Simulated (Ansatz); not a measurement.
# HfRu: how the settings move a single-point run

Aim: see which settings change the result for HfRu, by how much, and at what cost.

Computed with Ansatz 0.2.0 (reference: DFT, PBEsol, all-electron LAPW, scalar-relativistic, unless a step's input says otherwise).

## 1. The starting structure

The structure is cubic, space group Pm-3m (No. 221). The conventional cell has a = 2.477 Å, b = 2.477 Å, c = 2.477 Å, α = 90.00°, β = 90.00°, γ = 90.00°. Hf (site symmetry m-3m) has 8 Ru at 2.15 Å as nearest neighbours. Ru (site symmetry m-3m) is surrounded by 8 Hf at 2.15 Å.

As a file:

```
Hf Ru
1.0
     2.47748    0.00000    0.00000
     0.00000    2.47748    0.00000
     0.00000    0.00000    2.47748
Hf Ru
1 1
Cartesian
  0.0000 0.0000 0.0000
  1.2387 1.2387 1.2387
```

## 2. Reference

Contents of input.yaml:

```yaml
crystal:
  lattice:
    - [2.4774783949, 0.0, 0.0]
    - [0.0, 2.4774783949, 0.0]
    - [0.0, 0.0, 2.4774783949]
  atoms:
    - { symbol: Hf, position: [0.0, 0.0, 0.0] }
    - { symbol: Ru, position: [0.5, 0.5, 0.5] }
kpoints:
  mp_grid: { grid: [11, 11, 11] }
  band_path:
    path:
      - [0.0, 0.0, 0.0]
      - [0.0, 0.5, 0.0]
      - [0.5, 0.5, 0.0]
      - [0.0, 0.0, 0.0]
      - [0.5, 0.5, 0.5]
      - [0.0, 0.5, 0.0]
      - [0.5, 0.5, 0.5]
      - [0.5, 0.5, 0.0]
    npoints: 6
scf:
  occupations: { method: fermi_dirac, width: 0.05 }
hamiltonian:
  xc: pbesol
  pseudopotentials: { kind: all_electron, lapw: { basis_error: 0.001 } }
output:
  forces: true
  stress: true
  eigenvalues: true
  populations: true
```

Started as:

```sh
$ ansatz run input.yaml --threads 1 --pin off --max-ram 2048MiB --backend cpu --events-out ev --progress --plain --runs-dir out
```

## 3. Variant: dispersion d3bj, hubbard.sites [{species: Hf, l: d, u_eff: 5.0}], hubbard.double_counting fll

input.yaml: that of step 2 with these lines changed.

```diff
@@ -26,2 +26,4 @@
   pseudopotentials: { kind: all_electron, lapw: { basis_error: 0.001 } }
+  dispersion: d3bj
+  hubbard: { sites: [{ species: Hf, l: d, u_eff: 5.0 }], double_counting: fll }
 output:
```

Q: Predict the outcome of this session. Wanted: for each run, ending; energy change; pressure; gap; force.

The runs gave:

| run | ending | energy change | pressure (GPa) | gap (eV) | force (eV/Å) | cycles | time |
| --- | --- | --- | --- | --- | --- | --- | --- |
| reference | converged | 0 | 805.6 | 0.00 | 0.00 | 8 | 12 s |
| 1: dispersion d3bj, hubbard.sites [{species: Hf, l: d, u_eff: 5.0}], hubbard.double_counting fll | converged | +1.73 eV/atom (U changed: no physical gain or loss) (offset of the dispersion model) | 784.9 | 0.00 | 0.00 | 8 | 14 s |

Residual by cycle in the longest SCF loop of each run; runs are numbered as in the table. The quantity is the density residual dr2, in eV.

| cycle | reference | run 1 |
| --- | --- | --- |
| 1 | 0.492 | 0.0557 |
| 2 | 0.0693 | 0.129 |
| 3 | 0.0288 | 0.0115 |
| 4 | 0.00269 | 0.0164 |
| 5 | 1.1e-4 | 7.8e-4 |
| 6 | 1.8e-5 | 2.2e-5 |
| 7 | 1.9e-6 | 2.2e-7 |
| 8 | 4.1e-9 | 2.9e-10 |

What this shows: Changing the dispersion term and Hubbard U moves the energy by +1.73 eV/atom, and the pressure goes from 805.6 to 784.9 GPa. The U term adds an energy of its own, so the shift says nothing about which run is better. The dispersion term itself accounts for -1.29 eV/atom of it. A changed U is a change of model: its shifts are not errors of convergence. The structure is not at rest: the sound run finds 806 GPa, so these are no properties of the relaxed crystal. 
